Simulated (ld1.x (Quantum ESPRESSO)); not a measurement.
# Zirconium: generating and testing a PAW potential

Do these settings give a usable potential? It is generated, then checked for transferability, scattering, ghosts and hardness.

Program: ld1.x (Quantum ESPRESSO) 7.5. Reference atom: LDA (PW92), scalar-relativistic, spherical and spin-unpolarised. All values are calculated.

## Step 1: The atom and the settings

The settings as typed:

- element: zirconium (Zr, Z = 40)
- type: PAW
- frozen core: [Kr]
- valence charge: 4
- reference configuration: 4d2 5s2 5p0
- partial waves: 5s (bound): rcut 2.85, rcutus 3.15 bohr; 5s channel at 4.9 Ry: rcut 2.85, rcutus 3.15 bohr; 5p (bound, empty): rcut 3.10, rcutus 3.60 bohr; 5p channel at 3.05 Ry: rcut 3.10, rcutus 3.60 bohr; 4d (bound): rcut 2.40, rcutus 2.85 bohr; 4d channel at 0.8 Ry: rcut 2.40, rcutus 2.85 bohr
- local potential: all-electron potential smoothed inside 2.50 bohr (lloc = -1)
- core correction: Bessel-smoothed model core inside 2.40 bohr
- augmentation charge: GAUSS, radius 1.80 bohr

The outer shells as boxes (Hund's rule for the drawing; the calculation is spin-unpolarised):

```
[Kr] core
4d [↑ ][↑ ][  ][  ][  ]
5s [↑↓]
5p [  ][  ][  ]
```

An earlier all-electron run gives the scale for the radii.

All-electron outer shells of the reference configuration (LDA (PW92), scalar-relativistic, ld1.x):

```csv
shell,level (eV),outermost node (bohr),outermost maximum (bohr)
4s,-54.52,0.55,1.08
4p,-32.51,0.56,1.17
5s,-4.59,1.47,3.11
4d,-3.73,0.58,1.61
5p,-1.55,1.70,4.15
```

## Step 2: Generating the potential

Input file Zr.in:

```
 &input
   title='Zr', zed=40., rel=1, dft='PW', iswitch=3,
   config='[Kr] 4d2 5s2 5p0',
   nld=3, rlderiv=3.90, eminld=-2.0, emaxld=5.0, deld=0.02
 /
 &inputp
   pseudotype=3, lpaw=.true., tm=.true., lloc=-1, rcloc=2.50,
   nlcc=.true., new_core_ps=.true., rcore=2.40,
   which_augfun='GAUSS', rmatch_augfun=1.80,
   file_pseudopw='Zr.UPF', file_wfcaegen='ae.wfc', file_wfcncgen='nc.wfc', file_beta='beta', file_chi='chi', file_wfcusgen='us.wfc'
 /
6
5S  1  0   2.00   0.00  2.85  3.15  0.0
5S  1  0   0.00   4.90  2.85  3.15  0.0
5P  2  1   0.00   0.00  3.10  3.60  0.0
5P  2  1   0.00   3.05  3.10  3.60  0.0
4D  3  2   2.00   0.00  2.40  2.85  0.0
4D  3  2   0.00   0.80  2.40  2.85  0.0
 &test
   configts(1)='4d2 5s2 5p0'
 /
```

Run with:

```bash
$ ld1.x < Zr.in > Zr.out
```

Output in Zr.out (without the banner and most projector matrices):

```text
     Program LD1 v.7.5
     --------------------------- All-electron run ----------------------------

     Zr
     scalar relativistic calculation

     atomic number is 40.00
     dft =PW   lsd =0 sic =0 latt =0  beta=0.20 tr2=1.0E-14
     Exchange-correlation= PW
                           (   1   4   0   0   0   0   0)
     mesh =1225 r(mesh) = 100.59681 a.u. xmin = -7.00 dx = 0.01250
     1 Ry =  13.60569312 eV, c = 137.03599908

     n l     nl                  e(Ry)          e(Ha)          e(eV)
     1 0     1S 1( 2.00)     -1308.2102      -654.1051    -17799.1068
     2 0     2S 1( 2.00)      -181.3056       -90.6528     -2466.7888
     2 1     2P 1( 6.00)      -161.8104       -80.9052     -2201.5425
     3 0     3S 1( 2.00)       -29.6663       -14.8332      -403.6310
     3 1     3P 1( 6.00)       -23.3162       -11.6581      -317.2332
     4 0     4S 1( 2.00)        -4.0070        -2.0035       -54.5181
     4 1     4P 1( 6.00)        -2.3891        -1.1945       -32.5053
     3 2     3D 1(10.00)       -12.8578        -6.4289      -174.9399
     4 2     4D 1( 2.00)        -0.2745        -0.1373        -3.7348
     5 0     5S 1( 2.00)        -0.3373        -0.1686        -4.5890
     5 1     5P 1( 0.00)        -0.1137        -0.0568        -1.5468

     final scf error:  5.0E-15 reached in  39 iterations

     Etot =   -7189.194867 Ry,   -3594.597433 Ha,  -97813.979155 eV

     Ekin =    7389.820771 Ry,    3694.910386 Ha,  100543.633645 eV
     Encl =  -17318.651260 Ry,   -8659.325630 Ha, -235632.254344 eV
     Eh   =    2959.453707 Ry,    1479.726853 Ha,   40265.418949 eV
     Exc  =    -219.818085 Ry,    -109.909042 Ha,   -2990.777405 eV

     normalization and overlap integrals

     s(1S/1S) =  1.000000  <r> =   0.0371  <r2> =    0.0019  r(max) =   0.0241
     s(2S/2S) =  1.000000  <r> =   0.1628  <r2> =    0.0312  r(max) =   0.1368
     s(2P/2P) =  1.000000  <r> =   0.1418  <r2> =    0.0246  r(max) =   0.1093
     s(3S/3S) =  1.000000  <r> =   0.4594  <r2> =    0.2420  r(max) =   0.4111
     s(3P/3P) =  1.000000  <r> =   0.4628  <r2> =    0.2497  r(max) =   0.4010
     s(4S/4S) =  1.000000  <r> =   1.2117  <r2> =    1.6672  r(max) =   1.0764
     s(4P/4P) =  1.000000  <r> =   1.3688  <r2> =    2.1547  r(max) =   1.1748
     s(3D/3D) =  1.000000  <r> =   0.4528  <r2> =    0.2482  r(max) =   0.3451
     s(4D/4D) =  1.000000  <r> =   2.2959  <r2> =    6.6010  r(max) =   1.6058
     s(5S/5S) =  1.000000  <r> =   3.6949  <r2> =   15.5984  r(max) =   3.1147
     s(5P/5P) =  1.000000  <r> =   5.0707  <r2> =   29.8276  r(max) =   4.1521

     ------------------------ End of All-electron run ------------------------

     --------------------- Generating PAW atomic setup --------------------

      Generating local potential from pseudized AE potential:
      Matching radius rcloc =   2.5000

      Local pseudo, rcloc= 2.487 Estimated cut-off energy=     3.99 Ry

      Computing core charge for nlcc:

       r > 2.43 : true rho core
      Core charge pseudized with two Bessel functions
      Integrated core pseudo-charge :   5.93
      Wfc-us  5S rcutus= 3.115  Estimated cut-off energy=     4.58 Ry
      Wfc-us  5S rcutus= 3.115  Estimated cut-off energy=     5.42 Ry
      Wfc-us  5P rcutus= 3.619  Estimated cut-off energy=     5.56 Ry
      Wfc-us  5P rcutus= 3.619  Estimated cut-off energy=    12.80 Ry
      Wfc-us  4D rcutus= 2.818  Estimated cut-off energy=    14.59 Ry
      Wfc-us  4D rcutus= 2.818  Estimated cut-off energy=    26.00 Ry

     Required augmentation: GAUSS   radius:    1.800000
     Message from routine us2paw:
     GAUSS augmentation functions are ususally harder than BESSEL; use BESSEL instead unless you have discontinuity in local potential

     Estimated PAW energy = -222.609353 Ryd

     The PAW screened D coefficients
     0.56947     2.36157     0.00000     0.00000     0.00000     0.00000
     2.36157    10.51972     0.00000     0.00000     0.00000     0.00000
     0.00000     0.00000     0.15027     0.15534     0.00000     0.00000
     0.00000     0.00000     0.15534     0.49934     0.00000     0.00000
     0.00000     0.00000     0.00000     0.00000    -0.37147    -0.23531
     0.00000     0.00000     0.00000     0.00000    -0.23531    -0.82199

     The PAW descreened D coefficients (US)
     0.18187    -0.36253     0.00000     0.00000     0.00000     0.00000
    -0.36253    -7.04312     0.00000     0.00000     0.00000     0.00000
     0.00000     0.00000     0.05722     0.17294     0.00000     0.00000
     0.00000     0.00000     0.17294     0.82059     0.00000     0.00000
     0.00000     0.00000     0.00000     0.00000     1.11076     0.06632
     0.00000     0.00000     0.00000     0.00000     0.06632    -1.59633

     ------------------- End of pseudopotential generation -------------------

     [... the all-electron block is printed once more ...]


     Computing logarithmic derivative in   3.87633
     Computing logarithmic derivative in   3.87633
     Computing the partial wave expansion
     R is outside the sphere for l=    0 j= 0.00
     R is outside the sphere for l=    0 j= 0.00
     R is outside the sphere for l=    1 j= 0.00
     R is outside the sphere for l=    1 j= 0.00
     R is outside the sphere for l=    2 j= 0.00
     R is outside the sphere for l=    2 j= 0.00

     ---------------------- Testing the pseudopotential ----------------------

     Zr
     scalar relativistic calculation

     atomic number is 40.00   valence charge is  4.00
     dft = SLA  PW   NOGX NOGC   lsd =0 sic =0 latt =0  beta=0.20 tr2=1.0E-14
     mesh =1225 r(mesh) = 100.59681 xmin = -7.00 dx = 0.01250

     n l     nl             e AE (Ry)        e PS (Ry)    De AE-PS (Ry)
     3 2     4D   1( 2.00)       -0.27451       -0.27451        0.00000
     1 0     5S   1( 2.00)       -0.33729       -0.33729        0.00000
     2 1     5P   1( 0.00)       -0.11369       -0.11369        0.00000

     eps = 4.4E-16  iter =  3

     Etot =   -7189.194867 Ry,   -3594.597433 Ha,  -97813.979155 eV
     Etotps =  -222.609355 Ry,    -111.304678 Ha,   -3028.754570 eV

     Ekin =      15.975707 Ry,       7.987853 Ha,     217.360561 eV
     Encl =     -23.638361 Ry,     -11.819181 Ha,    -321.616288 eV
     Ehrt =       4.871384 Ry,       2.435692 Ha,      66.278550 eV
     Ecxc =    -219.818084 Ry,    -109.909042 Ha,   -2990.777393 eV
     (Ecc =      -5.489185 Ry,      -2.744592 Ha,     -74.684166 eV)

     ---------------------- End of pseudopotential test ----------------------
```

It took 1.6 s on 1 thread of Neoverse-V1, shared host. (Generation and the later configuration tests together.)

Partial waves on a coarse radial grid (AE all-electron, PS pseudo):

```
r (bohr)    5s AE   5s PS    5p AE   5p PS
   0.180  -0.0193  0.0343   0.0136  0.0025
   0.360   0.1679  0.0693   0.1159  0.0098
   0.540  -0.0050  0.1054   0.0095  0.0217
   0.720  -0.1988  0.1432  -0.1184  0.0381
   0.900  -0.2764  0.1828  -0.1902  0.0586
   1.080  -0.2449  0.2242  -0.2007  0.0826
   1.260  -0.1464  0.2672  -0.1665  0.1097
   1.440  -0.0190  0.3113  -0.1059  0.1394
   1.620   0.1120  0.3555  -0.0329  0.1709
   1.800   0.2322  0.3990   0.0432  0.2036
   1.980   0.3349  0.4407   0.1167  0.2370
   2.160   0.4179  0.4791   0.1846  0.2704
   2.340   0.4819  0.5133   0.2452  0.3032
   2.520   0.5284  0.5419   0.2981  0.3348
   2.700   0.5595  0.5638   0.3432  0.3645
   2.880   0.5777  0.5785   0.3810  0.3920
   3.060   0.5851  0.5851   0.4119  0.4166
   3.240   0.5837  0.5837   0.4365  0.4379
   3.420   0.5751  0.5751   0.4553  0.4555
   3.600   0.5611  0.5611   0.4690  0.4690
   3.780   0.5428  0.5428   0.4780  0.4780
   3.960   0.5213  0.5213   0.4831  0.4831
   4.140   0.4977  0.4977   0.4845  0.4845
   4.320   0.4726  0.4726   0.4829  0.4829
   4.500   0.4466  0.4466   0.4787  0.4787
   4.680   0.4204  0.4204   0.4721  0.4721
```

## Step 3: Transferability test

Input file Zr.test.in:

```
 &input
   title='Zr', zed=40., rel=1, dft='PW', iswitch=2,
   config='[Kr] 4d2 5s2 5p0'
 /
 &test
   file_pseudo='Zr.UPF', nconf=10,
   configts(1)='4d2 5s2 5p0',
   configts(2)='4d2 5s1 5p0',
   configts(3)='4d2 5s0 5p0',
   configts(4)='4d1 5s0 5p0',
   configts(5)='4d3 5s1 5p0',
   configts(6)='4d3 5s0 5p0',
   configts(7)='4d1 5s2 5p1',
   configts(8)='4d2.5 5s1.5 5p0',
   configts(9)='4d2 5s2 5p0', lsdts(9)=1,
   configts(10)='4d2 5s1 5p0', lsdts(10)=1
 /
```

Run with:

```bash
$ ld1.x < Zr.test.in > Zr.test.out
```

Zr.test.out, the pseudopotential blocks:

```text
     ---------------------- Testing the pseudopotential ----------------------

     Zr
     scalar relativistic calculation

     atomic number is 40.00   valence charge is  4.00
     dft =SLA  PW   NOGX NOGC   lsd =0 sic =0 latt =0  beta=0.20 tr2=1.0E-14
     mesh =1225 r(mesh) = 100.59681 xmin = -7.00 dx = 0.01250

     n l     nl             e AE (Ry)        e PS (Ry)    De AE-PS (Ry)
     3 2     4D   1( 2.00)       -0.27451       -0.27451        0.00000
     1 0     5S   1( 2.00)       -0.33729       -0.33729        0.00000
     2 1     5P   1( 0.00)       -0.11369       -0.11369        0.00000

     eps = 4.4E-16  iter =  3

     Etot =   -7189.194867 Ry,   -3594.597433 Ha,  -97813.979158 eV
     Etotps =  -222.609355 Ry,    -111.304678 Ha,   -3028.754570 eV

     Ekin =      15.975707 Ry,       7.987853 Ha,     217.360561 eV
     Encl =     -23.638361 Ry,     -11.819181 Ha,    -321.616288 eV
     Ehrt =       4.871384 Ry,       2.435692 Ha,      66.278550 eV
     Ecxc =    -219.818084 Ry,    -109.909042 Ha,   -2990.777393 eV
     (Ecc =      -5.489185 Ry,      -2.744592 Ha,     -74.684166 eV)

     ---------------------- End of pseudopotential test ----------------------

     ---------------------- Testing the pseudopotential ----------------------

     Zr
     [...]
     n l     nl             e AE (Ry)        e PS (Ry)    De AE-PS (Ry)
     3 2     4D   1( 2.00)       -0.74861       -0.74963        0.00102
     1 0     5S   1( 1.00)       -0.75089       -0.75116        0.00026
     2 1     5P   1( 0.00)       -0.47292       -0.47308        0.00016

     eps = 1.3E-15  iter =  7

     Etot =   -7188.655016 Ry,   -3594.327508 Ha,  -97806.634111 eV
     Etotps =  -222.069372 Ry,    -111.034686 Ha,   -3021.407733 eV
     dEtot_ae =       0.539851 Ry
     dEtot_ps =       0.539983 Ry,   Delta E=      -0.000132 Ry

     [...]
     ---------------------- End of pseudopotential test ----------------------

     ---------------------- Testing the pseudopotential ----------------------

     Zr
     [...]
     n l     nl             e AE (Ry)        e PS (Ry)    De AE-PS (Ry)
     3 2     4D   1( 2.00)       -1.28705       -1.29427        0.00722  !
     1 0     5S   1( 0.00)       -1.19564       -1.19869        0.00305
     2 1     5P   1( 0.00)       -0.86299       -0.86566        0.00267

     eps = 1.8E-17  iter =  7

     Etot =   -7187.682291 Ry,   -3593.841146 Ha,  -97793.399520 eV
     Etotps =  -221.095293 Ry,    -110.547647 Ha,   -3008.154708 eV
     dEtot_ae =       1.512575 Ry
     dEtot_ps =       1.514062 Ry,   Delta E=      -0.001487 Ry

     [...]
     ---------------------- End of pseudopotential test ----------------------

     ---------------------- Testing the pseudopotential ----------------------

     Zr
     [...]
     n l     nl             e AE (Ry)        e PS (Ry)    De AE-PS (Ry)
     3 2     4D   1( 1.00)       -2.08577       -2.13829        0.05253  !
     1 0     5S   1( 0.00)       -1.79152       -1.81856        0.02704  !
     2 1     5P   1( 0.00)       -1.38883       -1.41506        0.02623  !

     eps = 2.5E-18  iter =  7

     Etot =   -7186.005071 Ry,   -3593.002535 Ha,  -97770.579771 eV
     Etotps =  -219.391098 Ry,    -109.695549 Ha,   -2984.967957 eV
     dEtot_ae =       3.189796 Ry
     dEtot_ps =       3.218257 Ry,   Delta E=      -0.028461 Ry

     [...]
     ---------------------- End of pseudopotential test ----------------------
```

6 tests gave no usable energy difference (4d3 5s1 5p0; 4d3 5s0 5p0; 4d1 5s2 5p1; 4d2.5 5s1.5 5p0); the test run stopped with "negative rho".

The tests as a table, with energies relative to 4d2 5s2 5p0.

| valence configuration | charge | ΔE all-electron (eV) | error AE − PS (meV) |
| --- | --- | --- | --- |
| 4d2 5s1 5p0 | +1 | 7.345 | -1.8 |
| 4d2 5s0 5p0 | +2 | 20.580 | -20 |
| 4d1 5s0 5p0 | +3 | 43.399 | -387 |

## Step 4: Does it scatter like the atom?

Taken from the files of the generation run. The phase is arctan(r·u′/u) with u = r·R, unwrapped, with energies in Ry. A pole is an energy at which the radial function vanishes at the test radius. The pseudo phase is shifted by a multiple of π to meet the all-electron one at the reference energy. Levels narrower than the energy grid can be missing from the poles. The last column is the largest difference on the grid between −1 and +1 Ry.

| channel | radius (bohr) | reference (Ry) | poles AE | poles PS | window around the reference with phases within 0.05 rad (Ry) | largest difference near zero (rad) |
| --- | --- | --- | --- | --- | --- | --- |
| s | 3.88 | -0.34 | 0.35, 4.17 | 0.34, 4.16 | below 1.6 | 0.006 |
| p | 3.88 | -0.11 | 1.01, 4.98 | 0.98, 3.92 | below 3.8 | 0.005 |
| d | 3.88 | -0.27 | -0.14, 2.34 | -0.14, 2.28 | below 3.1 | 0.000 |

Phases (rad) along the scan:

```
E (Ry)    s AE    s PS    p AE    p PS
 -2.00   1.355   1.354   1.376   1.370
 -1.52   1.303   1.302   1.336   1.333
 -1.04   1.183   1.182   1.268   1.265
 -0.56   0.535   0.533   1.095   1.094
 -0.08  -1.324  -1.325   0.074   0.074
  0.40  -1.585  -1.588  -1.312  -1.316
  0.88  -1.705  -1.710  -1.539  -1.544
  1.36  -1.855  -1.874  -1.644  -1.650
  1.84  -2.385  -2.517  -1.748  -1.757
  2.32  -4.142  -4.212  -1.966  -1.983
  2.80  -4.511  -4.525  -3.320  -3.340
  3.28  -4.620  -4.625  -4.398  -4.402
  3.76  -4.677  -4.679  -4.575  -4.612
  4.24  -4.718  -4.719  -4.648  -7.722
  4.72  -4.754  -4.754  -4.693  -7.804
```

## Step 5: Plane-wave convergence, by spherical Bessel functions

This step uses the generator's waves and projectors in a separate script. Basis: spherical Bessel functions vanishing at 20 bohr, q² up to the cutoff; potential fixed at the reference.

All-electron valence levels (Ry): 5s -0.3373, 5p -0.1137, 4d -0.2745. The lowest levels of each channel (Ry) by cutoff; the last column sums, over occupied levels, occupation times the distance from the level at 400 Ry. A positive value at high cutoff is not a bound level.

```
cutoff (Ry)      s #1     s #2     p #1     d #1    f #1  Σ f·Δε (mRy)
          8   -0.3373  -0.0847  -0.1137  -0.2638  0.1033          21.5
         10  -10.5805  -0.3373  -0.1137  -0.2716  0.1033           5.9
         12  -17.1596  -0.3373  -0.1137  -0.2740  0.1033           1.2
         15  -19.6668  -0.3373  -0.1137  -0.2743  0.1033           0.4
         18  -20.9110  -0.3373  -0.1137  -0.2744  0.1033           0.3
         21  -21.1183  -0.3373  -0.1137  -0.2745  0.1033           0.1
        400  -21.1899  -0.3373  -0.1137  -0.2745  0.1033           0.0
```

The sum stays within 10 mRy from 10 Ry and within 1 mRy from 15 Ry. The sum leaves out empty levels, which can need more. Ghost test: ghost state, bound below the all-electron valence or empty levels of the same l: s at -288.3 eV.

## Step 6: Results

| quantity | value |
| --- | --- |
| cutoffs for 10 and 1 mRy, occupied levels | 10 Ry and 15 Ry |
| bound ghosts | s at -288.30 eV |
| largest test error (AE − PS) | -387 meV, for 4d1 5s0 5p0 (6 tests unsolved) |
| largest phase difference near zero energy, channels read | 0.006 rad |
| lowest eigenvalue of the overlap (Bessel basis) | 0.004 (s) |

In words: It has a bound ghost (s), a state that the atom doesn't have, and that rules the file out. The overlap operator is nearly singular (0.004). The worst unpolarised test, 4d1 5s0 5p0, is off by 387 meV on 43.4 eV; by total energies transferability rates as poor. The test run broke off, so later configurations gave nothing; the verdict rests on few tests. It counts as soft on the atom at that tolerance, with 10 Ry needed at the looser tolerance. The slowest occupied level is 4d: taken alone it needs 12 Ry to come within 1 mRy, against 6 Ry or less for 5s. Near zero energy the phases of the channels with partial waves agree within 0.006 rad. These are tests on the free atom; a crystal test is still owed.
